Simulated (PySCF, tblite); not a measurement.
# C8H12Cl2: geometry, infrared bands and NMR shifts

Wanted: the infrared bands and NMR shifts of C8H12Cl2 (`C=C(C)C/C=C(\C)C(Cl)Cl`), by calculation.

Programs: tblite 0.8.0 and PySCF 2.14.0, with density-fitted response routines of our own. Each step states its level of theory. These are calculated values for one molecule in the gas phase, unless marked as measured. Atoms count from 0, in the outputs and in this text.

### 1 The molecule as given

22 atoms, charge 0, multiplicity 1; geometry from: force field or distance geometry start.

Bonds of the start (Å): C0–C1 1.34, C1–C2 1.49, C1–C3 1.51, C3–C4 1.49, C4–C5 1.36, C5–C6 1.51, C5–C7 1.53, C7–Cl8 1.78, C7–Cl9 1.77, C0–H10 1.10, C0–H11 1.08, C2–H12 1.08, C2–H13 1.10, C2–H14 1.11, C3–H15 1.12, C3–H16 1.09, C4–H17 1.08, C6–H18 1.10, C6–H19 1.08, C6–H20 1.09, C7–H21 1.09.

### 2 Relaxing the molecule with GFN2-xTB

Job settings and geometry (Å):

```
{"job": {"kind": "relax", "xc": "GFN2-xTB", "basis": "xTB"}, "charge": 0, "multiplicity": 1}
C     -2.216100     1.086000     2.009500
C     -1.675700     0.406100     0.987300
C     -2.252800     0.424800    -0.382500
C     -0.448800    -0.456500     1.182800
C      0.774000     0.154000     0.577900
C      1.468900    -0.268700    -0.510000
C      1.087900    -1.475200    -1.326100
C      2.715800     0.494100    -0.953000
Cl     2.441100     1.275500    -2.527200
Cl     4.130000    -0.574000    -1.025700
H     -3.113900     1.697900     1.863600
H     -1.810900     1.058900     3.014100
H     -1.559100     0.859800    -1.091200
H     -2.509300    -0.587100    -0.713600
H     -3.182100     1.034700    -0.426200
H     -0.244800    -0.596300     2.273800
H     -0.648700    -1.468100     0.818000
H      1.112500     1.045000     1.094600
H      0.051500    -1.784800    -1.152800
H      1.179100    -1.277600    -2.388700
H      1.730200    -2.320400    -1.073100
H      2.960700     1.291100    -0.252200
```

Launch:

```
$ OMP_NUM_THREADS=1 python probes_run.py task.json out
```

The driver reads the jobs from task.json and runs them one after another.

**Question.** This job is followed by: GFN2-xTB harmonic vibrations, gas phase; GIAO PBE0/pcSseg-1 NMR shielding, non-relativistic, gas phase. What will the session give for the following? strongest single infrared mode (GFN2-xTB); zero-point energy (GFN2-xTB); ¹³C shifts against TMS (PBE0/pcSseg-1); ¹H shifts against TMS (PBE0/pcSseg-1, means over atoms taken as alike); ³⁵Cl shifts against HCl (PBE0/pcSseg-1, means over atoms taken as alike); surface potential, 1st and 99th percentile.

As calculated:

| quantity | value |
| --- | --- |
| strongest single infrared mode (GFN2-xTB) | 1157 cm⁻¹, 49 km/mol |
| zero-point energy (GFN2-xTB) | 110.1 kcal/mol |
| ¹³C shifts against TMS (PBE0/pcSseg-1) | 152.1, 144.6, 136.1, 118.7, 92.6, 42.0, 24.0, 12.6 ppm |
| ¹H shifts against TMS (PBE0/pcSseg-1, means over atoms taken as alike) | 6.23, 5.63, 5.13, 5.13, 2.87, 2.16, 1.78 ppm |
| ³⁵Cl shifts against HCl (PBE0/pcSseg-1, means over atoms taken as alike) | 290 ppm |
| surface potential, 1st and 99th percentile | -0.69 V and 1.22 V |

In words: The optimisation took 56 steps and gained 0.133 eV; among the close pairs (by a distance rule), C5–C7 changed most, from 1.527 to 1.494 Å. The lowest mode is imaginary (25i cm⁻¹), so the xTB geometry is not a minimum. The strongest single mode, at 1157 cm⁻¹, moves mainly H21. Unscaled tight-binding wavenumbers are off by several per cent, some by more. Its intensities can rank the bands wrongly. C7 stands next to heavy halogen, whose spin-orbit shielding this run leaves out, so the computed shift lies too far downfield, most of all for carbon beside Br or I. H21 (hydrogen on an allylic sp3 CH bonded to 2 Cl) lies farthest downfield among hydrogen, at 6.23 ppm; its carbon carries Cl, which withdraws density. At PBE0/pcSseg-1: Shielding is most anisotropic at Cl8, Cl9 (span 682 ppm, paramagnetic term -486 ppm). By nearest atom (PBE0/pcSseg-1), the HOMO sits on C0 31 %; C1 25 % and the LUMO on C4, C5 about 22 % each; C7 8 %.
